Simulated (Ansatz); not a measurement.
# Ir: the cost of one run

Method: DFT PBEsol, scalar-relativistic, plane waves, PAW, in Ansatz 0.2.0.

3 further runs of the same task are left out: 3 that didn't finish.

## 1. The system as given

It takes space group Fm-3m (No. 225, cubic). The conventional cell has a = 3.839 Å, b = 3.839 Å, c = 3.839 Å, α = 90.00°, β = 90.00°, γ = 90.00°. Around Ir (site symmetry m-3m) lie 12 Ir at 2.71 Å.

Coordinates:

```cif
data_structure
_symmetry_space_group_name_H-M 'Fm-3m'
_symmetry_Int_Tables_number 225
_cell_length_a 3.8394
_cell_length_b 3.8394
_cell_length_c 3.8394
_cell_angle_alpha 90.000
_cell_angle_beta 90.000
_cell_angle_gamma 90.000
_cell_volume 56.60
loop_
_atom_site_label
_atom_site_type_symbol
_atom_site_symmetry_multiplicity
_atom_site_Wyckoff_symbol
_atom_site_fract_x
_atom_site_fract_y
_atom_site_fract_z
_atom_site_occupancy
Ir1 Ir 4 a 0.00000 0.00000 0.00000 1
```

The structure comes from the Crystallography Open Database.

(A quick probe on a coarse mesh, which set the mesh and smearing, is not shown.)

## 3. Relaxing cell and atoms

Contents of input.yaml:

```yaml
crystal:
  lattice:
    - [0.0, 1.9197, 1.9197]
    - [1.9197, 0.0, 1.9197]
    - [1.9197, 1.9197, 0.0]
  atoms:
    - { symbol: Ir, position: [0.0, 0.0, 0.0] }
basis:
  ecutwfc: 420
kpoints:
  mp_grid: { grid: [18, 18, 18] }
hamiltonian:
  xc: pbesol
scf:
  occupations: { method: gaussian, width: 0.1 }
output:
  forces: true
  stress: true
  eigenvalues: true
relax:
  adjacent_minimum: "off"
  f_tol: 0.005
  max_steps: 80
  cell: { stress_tol: 0.05 }
```

Command:

```bash
$ ansatz run input.yaml --threads 1 --pin off --max-ram 2560MiB --backend cpu --events-out ev --progress --plain --runs-dir out
```

What time and memory should one allow on 1 thread of Arm Neoverse V2, shared host?

About 8.2 s, with a peak of 0.31 GiB.
